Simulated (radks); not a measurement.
**Ga²⁺ in [Ar] 3d10 4f1: an all-electron calculation**

Aim: the levels, the sizes of the orbitals and the parts of the energy of the gallium ion Ga2+.

Method: scalar-relativistic Kohn-Sham, r2SCAN, spin-polarised, spherical densities, finite nucleus; open shells are filled with parallel spins first. Code: radks (a radial shooting solver on a logarithmic mesh, Libxc functionals) version 1.

## Step 1: The atom as given

| Property | Result |
| --- | --- |
| element | gallium (Z = 31) |
| charge | +2 |
| electrons | 29 |
| configuration | [Ar] 3d10 4f1 |
| nuclear rms radius | 3.9973 fm |

The outer shells:

Ga²⁺
```
[Ar] core
3d [↑↓][↑↓][↑↓][↑↓][↑↓]
4f [↑ ][  ][  ][  ][  ][  ][  ]
```

## Step 2: The run

Input:

```text
Z 31
configuration [Ar] 3d10 4f1
relativity scalar-relativistic
functional r2scan,r2scan
spin polarised
nucleus finite rms 3.9973 fm
c 137.035999084
```

Q: Predict the outcome of this run.

As calculated:

```
                        quantity                   value
                    total energy     -1942.40988 hartree
exchange-correlation share of it                  3.87 %
                            −T/E                  1.0171
          highest occupied level        4f up, -6.126 eV
    most extended occupied level  4f up, <r> = 5.97 bohr
 radius at density 0.001 e/bohr³               2.78 bohr
    maxima of the radial density                       4
```

What this shows: The radial density shows 4 maxima for 4 occupied principal shells. −T/E is 1.017: with relativity the kinetic term as defined here no longer equals −E. This is not the tabulated ground configuration, so its levels and sizes aren't those of the ground state, and no measured value stands beside it.
